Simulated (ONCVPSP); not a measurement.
# Sr: the cost of one run

Method: ONCVPSP 4.0.1, PBE, scalar-relativistic.

### 1 Settings

The settings as typed:

- element: strontium (Sr, Z = 38)
- type: optimised norm-conserving Vanderbilt (ONCV)
- frozen core: [Ar] 3d10
- valence charge: 10
- reference configuration: 4s2 4p6 5s2
- partial waves: 4s+5s: rc 2.35 bohr, ncon 4, nbas 9, qcut 3.9 1/bohr, 2 projectors; 4p: rc 1.50 bohr, ncon 4, nbas 8, qcut 5.5 1/bohr, 1 projector; d scattering state at 0.35 Ha: rc 2.50 bohr, ncon 4, nbas 7, qcut 4.5 1/bohr, 2 projectors, debl 3.3 Ha
- local potential: polynomial inside 1.20 bohr (lpopt 5, dvloc0 0 Ha)
- core correction: not asked for

### 2 Generation

The input, Sr.dat:

```
# ATOM AND REFERENCE CONFIGURATION
# atsym  z   nc   nv     iexc    psfile
  Sr 38.00    6    3        4      upf
#
#   n    l    f
    1    0    2.00
    2    0    2.00
    2    1    6.00
    3    0    2.00
    3    1    6.00
    3    2   10.00
    4    0    2.00
    4    1    6.00
    5    0    2.00
#
# PSEUDOPOTENTIAL AND OPTIMIZATION
# lmax
    2
#
#   l,   rc,      ep,       ncon, nbas, qcut
    0    2.35    0.00    4    9    3.90
    1    1.50    0.00    4    8    5.50
    2    2.50    0.35    4    7    4.50
#
# LOCAL POTENTIAL
# lloc, lpopt,  rc(5),   dvloc0
    4    5    1.20    0.00
#
# VANDERBILT-KLEINMAN-BYLANDER PROJECTORs
# l, nproj, debl
    0    2    2.90
    1    1    2.00
    2    2    3.30
#
# MODEL CORE CHARGE
# icmod, fcfact, rcfact
    0    0.00    0.00
#
# LOG DERIVATIVE ANALYSIS
# epsh1, epsh2, depsh
   -3.00    5.00    0.02
#
# OUTPUT GRID
# rlmax, drl
    6.00    0.01
#
# TEST CONFIGURATIONS
# ncnf
    4
# nvcnf
#   n    l    f
    3
    4    0    2.00
    4    1    6.00
    5    0    1.00
#
    3
    4    0    2.00
    4    1    6.00
    5    0    0.00
#
    3
    4    0    2.00
    4    1    6.00
    5    0    1.50
#
    3
    4    0    2.00
    4    1    5.00
    5    0    2.00
#
```

The run is started by

```bash
$ oncvpsp.x < Sr.dat > Sr.out
```

**Question.** How long does this run take on 1 thread of AMD EPYC 7R43, shared host?

About 5.2 s.
